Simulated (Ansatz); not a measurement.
**C2H5AlO2S: how energies converge with the basis set**

The task here is to estimate one member of a computed series from the others.

Computed with Ansatz 0.2.0, Gaussian basis. Level: one geometry, several basis sets.

The runs, in order: PBE0-D4/def2-SVP; ωB97M-V/def2-SVP; PBE0-D4/def2-QZVPP; ωB97M-V/def2-QZVPP; the functionals' def2-TZVPP values are taken from earlier runs.

### Structure used throughout

The geometry comes from an earlier relaxation with PBE0-D4 in a triple-zeta def2 set; it is a stationary point, not always the lowest conformer.

SMILES `[OH][Al]1[CH2]SC[O]1`, 11 atoms, charge 0, spin multiplicity 1.

Atoms are counted from 1 here; the program's logs count them from 0.

Bond lengths: O1–Al2 1.683 Å, O1–H7 0.955 Å, Al2–C3 1.941 Å, Al2–O6 1.715 Å, C3–S4 1.818 Å, C3–H8 1.092 Å, C3–H9 1.091 Å, S4–C5 1.845 Å, C5–O6 1.391 Å, C5–H10 1.094 Å, C5–H11 1.095 Å. Angles: Al2–O1–H7 125.2°, O1–Al2–C3 131.0°, O1–Al2–O6 124.5°, C3–Al2–O6 104.6°, Al2–C3–S4 96.4°, Al2–C3–H8 118.6°, Al2–C3–H9 112.7°, S4–C3–H8 112.4°, S4–C3–H9 107.2°, H8–C3–H9 108.7°, C3–S4–C5 99.0°, S4–C5–O6 112.8°, S4–C5–H10 104.4°, S4–C5–H11 108.8°, O6–C5–H10 111.2°, O6–C5–H11 110.4°, H10–C5–H11 108.9°, Al2–O6–C5 111.8°.

The first run:

The input, in.yaml:

```yaml
crystal:
  periodic: [false, false, false]
  atoms:
    - {symbol: O, position_ang: [0.303763, -2.711676, -0.114581]}
    - {symbol: Al, position_ang: [0.079211, -1.044667, -0.060586]}
    - {symbol: C, position_ang: [0.365006, 0.321928, -1.408527]}
    - {symbol: S, position_ang: [0.703505, 1.681719, -0.251060]}
    - {symbol: C, position_ang: [-0.437296, 1.191076, 1.113870]}
    - {symbol: O, position_ang: [-0.478456, -0.184751, 1.313981]}
    - {symbol: H, position_ang: [0.190136, -3.306295, 0.624387]}
    - {symbol: H, position_ang: [-0.450198, 0.555154, -2.096483]}
    - {symbol: H, position_ang: [1.274431, 0.158081, -1.987973]}
    - {symbol: H, position_ang: [-0.046052, 1.707197, 1.995375]}
    - {symbol: H, position_ang: [-1.438652, 1.575435, 0.891996]}
basis:
  gaussian: {orbitals: def2-SVP}
hamiltonian: {xc: pbe0, dispersion: d4}
output: {orbitals: {seedname: orbitals}}
```

Launch:

```sh
ansatz run in.yaml --threads 4 --pin off --events-out ev --progress --plain --max-ram 10444MiB
```

Steps of the session up to this table: PBE0-D4 in def2-SVP; ωB97M-V in def2-SVP; PBE0-D4 in def2-QZVPP; ωB97M-V in def2-QZVPP.

One of the session's tables, all rows but one given; the rest of the session is left out.

It belongs to the step «Density functionals: the series». 

| functional | basis | HOMO (eV) |
| --- | --- | --- |
| PBE0-D4 | def2-SVP | -6.32 |
| PBE0-D4 | def2-TZVPP | -6.42 |
| PBE0-D4 | def2-QZVPP | -6.46 |
| ωB97M-V | def2-SVP | -8.51 |
| ωB97M-V | def2-TZVPP | ? |
| ωB97M-V | def2-QZVPP | -8.68 |

**Question.** Estimate the row for ωB97M-V, def2-TZVPP.

As computed: HOMO (eV): -8.63. In the column «HOMO (eV)» it lies between ωB97M-V, def2-QZVPP (-8.68) and ωB97M-V, def2-SVP (-8.51).
